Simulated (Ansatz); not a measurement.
**Hf₂N: a line through a two-coordinate scan**

One line of a two-coordinate grid on Hf₂N (P4_2/mnm, No. 136; 6 atoms in the cell): volume per atom is varied, at c/a of the conventional cell = 0.562.

Program: Ansatz 0.2.0. Level of theory: DFT PBEsol, scalar-relativistic, plane waves, PAW. These are calculated values, not measurements.

16 further runs of the same task are left out: 16 set aside as unsound or not needed.

### Step 1. The system as given

Symmetry: P4_2/mnm, No. 136, tetragonal system. The conventional cell has a = 5.295 Å, b = 5.295 Å, c = 3.227 Å, α = 90.00°, β = 90.00°, γ = 90.00°. Around Hf (site symmetry m2m) lie 3 N at 2.21 to 2.22 Å. N (site symmetry mmm) is surrounded by 6 Hf at 2.21 to 2.22 Å.

Coordinates:

```
Hf N
1.0
     5.29531    0.00000    0.00000
     0.00000    5.29531    0.00000
     0.00000    0.00000    3.22722
Hf N
4 2
Cartesian
  1.5646 1.5646 0.0000
  3.7307 3.7307 0.0000
  4.2122 1.0831 1.6136
  1.0831 4.2122 1.6136
  0.0000 0.0000 0.0000
  2.6477 2.6477 1.6136
```

It goes back to an entry of the Materials Project, which need not be the stable form.

This cell was relaxed beforehand with the same method: volume 15.08 Å³/atom, gap on the mesh none (metal).

### Step 2. What is varied

The energy is mapped over volume and the cell's shape.

The axes are (1) volume per atom: 7 values from 13.27 to 16.89 Å³; (2) c/a of the conventional cell: 7 values from 0.562 to 0.660.

Nothing else is relaxed (fractional coordinates fixed). Energies count from the relaxed crystal. Points are written as (first, second).

### Step 3. Grid point (13.27 Å³, 0.562)

input.yaml reads:

```yaml
crystal:
  lattice:
    - [5.2118074883, 0.0, 0.0]
    - [0.0, 5.2118074883, 0.0]
    - [0.0, 0.0, 2.9316417122]
  atoms:
    - { symbol: Hf, position: [0.2954631013, 0.2954631013, 0.0] }
    - { symbol: Hf, position: [0.7045368987, 0.7045368987, 0.0] }
    - { symbol: Hf, position: [0.7954631013, 0.2045368987, 0.5] }
    - { symbol: Hf, position: [0.2045368987, 0.7954631013, 0.5] }
    - { symbol: "N", position: [0.0, 0.0, 0.0] }
    - { symbol: "N", position: [0.5, 0.5, 0.5] }
basis:
  ecutwfc: 520.0
kpoints:
  mp_grid: { grid: [8, 8, 14] }
hamiltonian:
  xc: pbesol
  pseudopotentials: { kind: paw, azcp: { folder: soft_1 } }
scf:
  occupations: { method: gaussian, width: 0.15 }
output:
  forces: true
  stress: true
  eigenvalues: true
  write_density: true
  write_potential: true
  elf: true
  volumetric_format: npy
```

The run is started by

```
$ ansatz run input.yaml --threads 4 --pin off --max-ram 8192MiB --backend cpu --events-out ev --progress --plain --runs-dir out
```

The session goes on with these runs: the other points of the line.

What does the calculation give? Wanted: for each run, volume per atom; energy; slope; pressure; largest force on an atom.

As calculated:

```
volume per atom (Å³)  step  energy (meV/atom)  slope (meV/atom per Å³)  pressure (GPa)  largest force on an atom (eV/Å)
               13.27     3                253                     −223            35.7                             0.57
               13.88     –                145                     −137            22.0                             0.31
               14.48     4                 85                      −67            10.7                             0.10
               15.08     5                 62                       −9             1.4                             0.09
               15.69     6                 72                       38            −6.1                             0.24
               16.29     –                107                       76           −12.2                             0.37
               16.89     7                162                      108           −17.2                             0.48
```

Energies count from the relaxed crystal. Rows without a step come from runs not printed here or follow by symmetry. Slopes come from the forces (and the stress, where the cell changes), not from differences of energies.

What this shows: The lowest point of the line is at 15.08 Å³, 62 meV/atom from the zero. A fit to energies and slopes at the lowest point and its two neighbours puts the minimum at 15.188 Å³, with a curvature of about 83 meV/atom per (Å³)². V·d²E/dV² there is about 200 GPa, a bulk modulus under this line's constraint. The well is lopsided: two grid steps out, the energy rises by 83 meV/atom towards smaller values and 44 meV/atom towards larger ones. The highest point computed, at 13.27 Å³, lies 191 meV/atom above the lowest. This is one cut through a surface in two coordinates; the map's lowest point lies off it. A rigid map gives upper bounds: relaxing the other coordinates can only lower a point. The runs treat Hf without spin-orbit coupling.
